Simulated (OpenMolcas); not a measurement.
# Mo⁵⁺ among point charges: CASSCF and CASPT2 levels, g values and susceptibility

How does a field of 5 point charges split the states of Mo⁵⁺, and what g values and χT follow?

Program: OpenMolcas 26.06. Level of theory: state-averaged CASSCF and CASPT2, spin-orbit coupling by RASSI with atomic mean-field integrals. These are calculated values, not measurements, unless marked.

## Step 1: The system

* Species: Mo⁵⁺ (molybdenum, Z = 42, 37 electrons)
* Basis: ANO-RCC-VDZP [6s5p3d1f], 43 functions
* Scalar Hamiltonian: DKH2, point nucleus
* Inactive shells: 1s 2s 2p 3s 3p 3d 4s 4p
* Active space: 1 electron in 5 orbitals (4d)
* Some configurations of this space: 4d
* Orbitals: optimised for each spin and parity, averaged over all roots

The outer shells:

4d
```
4d [↑ ][  ][  ][  ][  ]
```

The ion sits among 5 point charges of -1.5 e arranged as a square pyramid (C4v), 1.98 Å from the ion, with the axial distance 2.039 Å.

The work runs as a chain of OpenMolcas steps in one folder; each step below is one input file. The outputs are cut to the sections that carry results. Labels, J, g values, rates, χT and fits are worked out afterwards by a script from the matrices that RASSI stores.

## Step 2: GATEWAY and SEWARD: basis and integrals

a.inp

```
&GATEWAY
Coord
1

Mo 0.0 0.0 0.0
Basis=ANO-RCC-VDZP
Group=NoSym
NoMove
AngMom=0.0 0.0 0.0
AMFI
XField
5 Angstrom 0
1.980000 0.000000 0.000000 -1.500000
0.000000 1.980000 0.000000 -1.500000
-1.980000 0.000000 0.000000 -1.500000
0.000000 -1.980000 0.000000 -1.500000
0.000000 0.000000 2.039400 -1.500000
&SEWARD
```

On the command line:

```console
$ OMP_NUM_THREADS=1 MOLCAS_MEM=1689 MOLCAS_PROJECT=a pymolcas a.inp > a.log
```

## Step 3: CASSCF: doublets, 5 roots

a.inp

```
&RASSCF
FileOrb=start.orb
Symmetry=1
Spin=2
nActEl=1 0 0
Inactive=18
Ras2=5
CIRoot=5 5 1
SDav=5
CIMx=300
Iter=120 100
PrWF=0.3
OrbListing=Nothing
MaxOrb=0
>>> COPY $Project.JobIph JOB001
```

start.orb holds the contracted functions of the basis, ordered by shell, or the orbitals of the step before.

## Step 4: State interaction with spin-orbit coupling

a.inp

```
&RASSI
NrOfJobIphs=1 5
1 2 3 4 5
IphNames
JOB001
EJob
SpinOrbit
DIPRint=1.0
SOCoupling=1000.0
Subsets=2
Property=9
'ANGMOM' 1 'ANGMOM' 2 'ANGMOM' 3 'MLTPL  1' 1 'MLTPL  1' 2 'MLTPL  1' 3
'AMFI' 1 'AMFI' 2 'AMFI' 3
SOProperty=3
'ANGMOM' 1 'ANGMOM' 2 'ANGMOM' 3
```

## Step 5: CASPT2: IPEA 0.25, imaginary shift 0.1 (closed shells correlated: 4s 4p)

a.inp

```
>>> COPY JOB001 $Project.JobIph
&CASPT2
Multistate=5 1 2 3 4 5
NoMult
Frozen=14
IPEA=0.25
Imaginary=0.1
MaxIter=60
WThr=0.0 0.3 0.05
PrWF=0.5
NoMix
```

(Steps that only read results are left out.)

What does the calculation give? Wanted: spin-free ground state; first state of the same spin; lowest level; next level.

The runs gave:

```
                    quantity                                                                        value
                      method  SS-CASPT2, IPEA 0.25, imaginary shift 0.1 (closed shells correlated: 4s 4p)
      spin-free ground state                                          doublet, 2-fold in its orbital part
first state of the same spin                                                         doublet at 1450 cm⁻¹
                lowest level                                                 2-fold, g = 0.38, 1.53, 1.53
                  next level                                                                  1469.4 cm⁻¹
                 χT at 300 K                                                               0.17 cm³ K/mol
   effective moment at 300 K                                                                      1.18 μB
```

Cost by method:

| method | time of its own steps | time with the reference |
| --- | --- | --- |
| A. CASSCF | 1.7 s | 1.7 s |
| B. SS-CASPT2, IPEA 0.25, imaginary shift 0.1, +4s 4p | 0.62 s | 2.3 s |

Times are of one thread on a shared host.

The spin-free ground state (doublet) comes to 100 % from free-ion D terms and keeps the highest spin of the shell. χT at 300 K is 0.17, against 0.38 cm³ K/mol for the spin alone, so orbital moment lowers it. Point charges give too small a field for d ions at true ligand charges. Point charges carry no covalency, so the field is a model and not that of real ligands.
